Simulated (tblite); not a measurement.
# C4H12BFSi2: the cost of one run

Computed with tblite 0.8.0 and PySCF 2.14.0, with density-fitted response routines of our own, on a single molecule in the gas phase. Atoms are numbered from 0 throughout.

**1. The starting structure**

20 atoms, charge 0, multiplicity 1; geometry from: force field or distance geometry start.

Bonds of the start (Å): F0–Si1 1.69, Si1–B2 1.93, B2–C3 1.59, C3–C4 1.49, C4–C5 1.50, C5–Si6 1.88, Si6–C7 1.87, C7–C4 1.51, Si1–H8 1.48, Si1–H9 1.50, B2–H10 1.21, C3–H11 1.10, C3–H12 1.13, C4–H13 1.11, C5–H14 1.11, C5–H15 1.11, Si6–H16 1.46, Si6–H17 1.45, C7–H18 1.10, C7–H19 1.10.

**2. Geometry optimisation with GFN2-xTB**

What the job is given:

```
{"job": {"kind": "relax", "xc": "GFN2-xTB", "basis": "xTB"}, "charge": 0, "multiplicity": 1}
F      4.199000     0.125900    -1.078700
Si     2.875400    -0.751500    -0.486200
B      1.211400    -0.264900    -1.337300
C      0.490600     1.053500    -0.809700
C     -0.766300     0.804700    -0.041700
C     -0.685500    -0.045800     1.195700
Si    -2.546400    -0.239600     0.987500
C     -1.630000    -0.280800    -0.637800
H      3.181300    -2.174600    -0.751900
H      2.779500    -0.607500     0.999400
H      1.143500    -0.393400    -2.534500
H      0.277400     1.727600    -1.646100
H      1.179600     1.609200    -0.103400
H     -1.410100     1.684800     0.142800
H     -0.177300    -1.018700     1.053800
H     -0.388700     0.459800     2.134000
H     -3.262700     1.000600     1.289600
H     -3.111300    -1.490000     1.460700
H     -1.079700    -1.219000    -0.777700
H     -2.284900     0.030200    -1.471200
```

Command:

```
$ OMP_NUM_THREADS=1 python probes_run.py task.json out
```

The driver reads the jobs from task.json and runs them one after another.

Q: Estimate the wall time and peak memory of this first job on 1 thread of Intel Xeon at 2.50GHz, shared host.

About 6.2 s, with a peak of 0.18 GiB.
